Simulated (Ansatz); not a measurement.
**MoS2: a relaxation**

Wanted: a converged relaxation for MoS2, and a check of what comes out. The structure is shown as the input types it.

Computed with Ansatz 0.2.0 (DFT, LDA, PAW with Ansatz's default frozen-core files, scalar-relativistic; relaxation of cell and atoms, unless a step's input says otherwise).

## (1) The system as given

Symmetry: P6_3/mmc, No. 194, hexagonal system. Conventional cell: a = 3.169 Å, b = 3.169 Å, c = 12.324 Å, α = 90.00°, β = 90.00°, γ = 120.00°. Mo (site symmetry -6m2) is surrounded by 6 S at 2.41 Å. S (site symmetry 3m) has 3 Mo at 2.41 Å as nearest neighbours.

As a file:

```
CELL_PARAMETERS angstrom
3.16900 0.00000 0.00000
-1.58450 2.74443 0.00000
0.00000 0.00000 12.32400
ATOMIC_POSITIONS crystal
Mo 0.33333 0.66667 0.25000
Mo 0.66667 0.33333 0.75000
S 0.33333 0.66667 0.62300
S 0.66667 0.33333 0.12300
S 0.33333 0.66667 0.87700
S 0.66667 0.33333 0.37700
```

## (2) The run

Input file input.yaml:

```yaml
crystal:
  lattice:
    - [3.169, 0.0, 0.0]
    - [-1.5845, 2.7444345046, 0.0]
    - [0.0, 0.0, 12.324]
  atoms:
    - { symbol: Mo, position: [0.333333333333, 0.666666666667, 0.25] }
    - { symbol: Mo, position: [0.666666666667, 0.333333333333, 0.75] }
    - { symbol: S, position: [0.333333333333, 0.666666666667, 0.623] }
    - { symbol: S, position: [0.666666666667, 0.333333333333, 0.123] }
    - { symbol: S, position: [0.333333333333, 0.666666666667, 0.877] }
    - { symbol: S, position: [0.666666666667, 0.333333333333, 0.377] }
kpoints:
  mp_grid: { grid: [6, 6, 2] }
scf:
  occupations: { method: fixed }
  max_iter: 75
hamiltonian:
  xc: lda
  pseudopotentials: { kind: paw }
relax:
  f_tol: 0.002
  max_steps: 80
  cell: {}
output:
  forces: true
  stress: true
  write_density: true
  write_potential: true
  elf: true
  volumetric_format: npy
```

Command:

```
> ansatz run input.yaml --threads 2 --pin off --max-ram 6144MiB --backend cpu --events-out ev --progress --plain --runs-dir out
```

Q: Will this input give a usable result? If not, why, and what should change?

This run ends as converged. Convergence says nothing about whether the input makes sense.

Fixed occupations are right only where a gap separates filled from empty bands at every k-point. This system has one (0.73 eV on the mesh), so they are sound here.

The occupations need no remedy; a run with other occupations serves as a check.
